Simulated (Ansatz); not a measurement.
**SnCl2: further runs on the relaxed cell**

One table from this session's results is given with a row withheld; the runs are named, their logs left out.

Program: Ansatz 0.2.0. Level of theory: DFT PBEsol, scalar-relativistic, plane waves, PAW. These are calculated values, not measurements.

1 further run of the same task is left out (set aside as unsound or not needed).

### The system as given

The structure is orthorhombic, space group Pnma (No. 62). The conventional cell has a = 7.685 Å, b = 4.312 Å, c = 9.265 Å, α = 90.00°, β = 90.00°, γ = 90.00°. Around Sn (site symmetry m) lie 7 Cl at 2.66 to 3.27 Å. Around Cl (site symmetry m) lie 3 Sn at 2.66 to 2.97 Å. Around Cl (site symmetry m) lie 4 Sn at 2.77 to 3.27 Å.

Structure file:

```cif
data_structure
_symmetry_space_group_name_H-M 'P 1'
_symmetry_Int_Tables_number 1
_cell_length_a 7.6847
_cell_length_b 4.3118
_cell_length_c 9.2653
_cell_angle_alpha 90.000
_cell_angle_beta 90.000
_cell_angle_gamma 90.000
_cell_volume 307.01
loop_
_atom_site_label
_atom_site_type_symbol
_atom_site_fract_x
_atom_site_fract_y
_atom_site_fract_z
_atom_site_occupancy
Sn1 Sn 0.23182 0.25000 0.92607 1
Sn2 Sn 0.76818 0.75000 0.07393 1
Sn3 Sn 0.73182 0.25000 0.57393 1
Sn4 Sn 0.26818 0.75000 0.42607 1
Cl1 Cl 0.01717 0.25000 0.15140 1
Cl2 Cl 0.98283 0.75000 0.84860 1
Cl3 Cl 0.51717 0.25000 0.34860 1
Cl4 Cl 0.48283 0.75000 0.65140 1
Cl5 Cl 0.64261 0.25000 0.91859 1
Cl6 Cl 0.35739 0.75000 0.08141 1
Cl7 Cl 0.14261 0.25000 0.58141 1
Cl8 Cl 0.85739 0.75000 0.41859 1
```

This cell was relaxed beforehand with the same method: volume 25.58 Å³/atom, gap on the mesh 2.96 eV.

The first run:

input.yaml reads:

```yaml
crystal:
  lattice:
    - [7.6070660288, 0.0, 0.0]
    - [0.0, 4.2682884088, 0.0]
    - [0.0, 0.0, 9.171674608]
  atoms:
    - { symbol: Sn, position: [0.2318241618, 0.25, 0.9260663612] }
    - { symbol: Sn, position: [0.7681758382, 0.75, 0.0739336388] }
    - { symbol: Sn, position: [0.7318241618, 0.25, 0.5739336388] }
    - { symbol: Sn, position: [0.2681758382, 0.75, 0.4260663612] }
    - { symbol: Cl, position: [0.0171655157, 0.25, 0.1513953427] }
    - { symbol: Cl, position: [0.9828344843, 0.75, 0.8486046573] }
    - { symbol: Cl, position: [0.5171655157, 0.25, 0.3486046573] }
    - { symbol: Cl, position: [0.4828344843, 0.75, 0.6513953427] }
    - { symbol: Cl, position: [0.6426058558, 0.25, 0.9185901003] }
    - { symbol: Cl, position: [0.3573941442, 0.75, 0.0814098997] }
    - { symbol: Cl, position: [0.1426058558, 0.25, 0.5814098997] }
    - { symbol: Cl, position: [0.8573941442, 0.75, 0.4185901003] }
basis:
  ecutwfc: 420
kpoints:
  mp_grid: { grid: [4, 6, 4] }
hamiltonian:
  xc: pbesol
scf:
  occupations: { method: gaussian, width: 0.02 }
output:
  forces: true
  stress: true
  eigenvalues: true
  write_density: true
  write_potential: true
  elf: true
  volumetric_format: npy
relax:
  adjacent_minimum: "off"
  f_tol: 0.01
  max_steps: 30
  cell: { stress_tol: 0.1, fix: [volume] }
```

On the command line:

```bash
> ansatz run input.yaml --threads 4 --pin off --max-ram 10240MiB --backend cpu --events-out ev --progress --plain --runs-dir out
```

Steps of the session up to this table: Volume × 0.97; Volume × 1.03; The cell scaled to 0.94 of its volume; Volume × 1.06; Volume × 0.91; Volume × 1.10; Volume × 0.88.

One of the session's tables, all rows but one given; the rest of the session is left out.

It belongs to the step «Fit of the equation of state». 

```
volume (Å³/atom)  energy above the lowest point (meV/atom)  pressure (GPa)  gap on the mesh (eV)
          22.514                                      29.9            3.86                  2.82
          23.281                                         ?               ?                     ?
          24.049                                       5.9            1.38                  2.97
          24.816                                       1.3            0.58                  2.97
          25.584                                       0.0            0.00                  2.96
          26.351                                       1.0           -0.42                  2.96
          27.119                                       3.5           -0.63                  2.97
          28.142                                       8.1           -0.83                  2.98
```

Q: Estimate the row for volume (Å³/atom) = 23.281 from the others.

Worked estimate for «energy above the lowest point (meV/atom)». A straight line through the neighbours (22.514, 29.9) and (24.049, 5.9) gives 29.9 + (5.9 − 29.9) × (23.281 − 22.514) / (24.049 − 22.514) = 17.9; a parabola fitted to 3 rows on both sides gives 15.4.

**Answer.** energy above the lowest point (meV/atom): 14.9; pressure (GPa): 2.46; gap on the mesh (eV): 2.91. In «energy above the lowest point (meV/atom)» the line misses by +3.0 and the parabola by +0.5.
